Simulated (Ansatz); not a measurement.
**CH5NOSi: up Jacob's ladder to CCSD(T)**

How much do the methods differ for CH5NOSi? The plan is to run it at one geometry with functionals of several rungs and with coupled cluster, and see how far each lands from CCSD(T) at the basis-set limit for the atomisation energy.

Method: functionals in def2-TZVPP, the program's frozen cores in correlated methods; program: Ansatz 0.2.0, Gaussian basis.

The runs, in order: LDA (SPW92), PBE-D4, revPBE-D4, BLYP-D4, r2SCAN-D4, B97M-V, PBE0-D4, B3LYP-D4, r2SCANh-D4, r2SCAN0-D4, HSE06-D4, BHLYP-D4, CAM-B3LYP-D4, LC-ωPBE, ωB97X-V, ωB97M-V, B2PLYP, PBE-QIDH; CCSD(T)/def2-SVP; CCSD(T)/def2-TZVPP; MP2/def2-QZVPP; extrapolation to the limit; RPA on PBE.

## Step 1: The geometry

An earlier PBE0-D4 in a triple-zeta def2 set relaxation fixed the geometry.

SMILES `N[SiH2]C=O`, 9 atoms, charge 0, spin multiplicity 1.

Atoms are counted from 1 here; the program's logs count them from 0.

Bond lengths: N1–Si2 1.699 Å, N1–H5 1.003 Å, N1–H6 1.008 Å, Si2–C3 1.923 Å, Si2–H7 1.493 Å, Si2–H8 1.490 Å, C3–O4 1.208 Å, C3–H9 1.116 Å. Angles: Si2–N1–H5 125.7°, Si2–N1–H6 117.5°, H5–N1–H6 113.6°, N1–Si2–C3 103.2°, N1–Si2–H7 116.1°, N1–Si2–H8 114.2°, C3–Si2–H7 107.7°, C3–Si2–H8 108.8°, H7–Si2–H8 106.5°, Si2–C3–O4 120.6°, Si2–C3–H9 120.3°, O4–C3–H9 119.1°.

## Step 2: LDA

This LDA is Slater exchange with PW92 correlation.

in.yaml reads:

```yaml
crystal:
  periodic: [false, false, false]
  atoms:
    - {symbol: N, position_ang: [-1.082488, 0.476988, -0.849683]}
    - {symbol: Si, position_ang: [0.470618, -0.141654, -0.548348]}
    - {symbol: C, position_ang: [0.477465, -0.400120, 1.356885]}
    - {symbol: O, position_ang: [-0.460869, -0.045196, 2.028993]}
    - {symbol: H, position_ang: [-1.392454, 0.887273, -1.711421]}
    - {symbol: H, position_ang: [-1.640875, 0.741146, -0.052833]}
    - {symbol: H, position_ang: [1.613907, 0.756672, -0.887681]}
    - {symbol: H, position_ang: [0.748346, -1.446931, -1.210583]}
    - {symbol: H, position_ang: [1.354750, -0.874477, 1.857472]}
basis:
  gaussian: {orbitals: def2-TZVPP}
hamiltonian: {xc: lda}
output: {orbitals: {seedname: orbitals}}
```

On the command line:

```sh
$ ansatz run in.yaml --threads 2 --pin off --events-out ev --progress --plain --max-ram 4352MiB
```

Further steps of the session: PBE-D4 (GGA); revPBE-D4 (GGA); BLYP-D4 (GGA); r2SCAN-D4 (meta-GGA); B97M-V (meta-GGA); PBE0-D4 (hybrid); B3LYP-D4 (hybrid); r2SCANh-D4 (hybrid); r2SCAN0-D4 (hybrid); HSE06-D4 (hybrid); BHLYP-D4 (hybrid); CAM-B3LYP-D4 (range-separated); LC-ωPBE (range-separated); ωB97X-V (range-separated); ωB97M-V (range-separated); B2PLYP (double hybrid); PBE-QIDH (double hybrid); CCSD(T) in def2-SVP; CCSD(T) in def2-TZVPP; MP2 in def2-QZVPP; RPA on PBE orbitals.

Before running them: what should the planned runs give, taken together? Wanted: atomisation energy, CCSD(T)/CBS; farthest beyond LDA; mean size of error, GGA; mean size of error, meta-GGA; mean size of error, hybrid; mean size of error, range-separated; mean size of error, double hybrid; gap, smallest and largest; T1 diagnostic.

As calculated:

```
                               quantity                                                    value
        atomisation energy, CCSD(T)/CBS                                                33.649 eV
    functionals within 0.168 eV (0.5 %)  r2SCAN-D4, B97M-V, B3LYP-D4, HSE06-D4, ωB97X-V, ωB97M-V
                    farthest beyond LDA                                     BHLYP-D4 (-1.197 eV)
                mean size of error, GGA                                                 0.363 eV
           mean size of error, meta-GGA                                                 0.064 eV
             mean size of error, hybrid                                                 0.473 eV
    mean size of error, range-separated                                                 0.174 eV
      mean size of error, double hybrid                                                 0.447 eV
              gap, smallest and largest                2.80 eV (LDA (SPW92)), 10.78 eV (LC-ωPBE)
                          T1 diagnostic                                                   0.0141
triples share of the correlation energy                                                    3.9 %
```

What this shows: The LDA atomisation energy is off by 5.010 eV (15 %): it overbinds. PBE-D4 is off by +0.686 eV. Double hybrids carry the basis error of their MP2 part in triple zeta, and no dispersion term here, so their miss is partly the set-up's. Taken by rung, meta-GGA functionals do best (0.064 eV on average) and hybrid ones worst beyond LDA (0.473 eV). The mean of the hybrids holds BHLYP, with half exact exchange. Misses under about 0.168 eV are within the doubt on the reference itself, which lacks core-valence correlation, relativity and higher excitations. Hartree-Fock recovers 69 % of the binding; the rest is correlation. CCSD(T) in def2-SVP is off by -2.413 eV, more than most functionals: a good method in a small basis is no reference. Orbital gaps span 2.8 to 10.8 eV; exact exchange widens them.
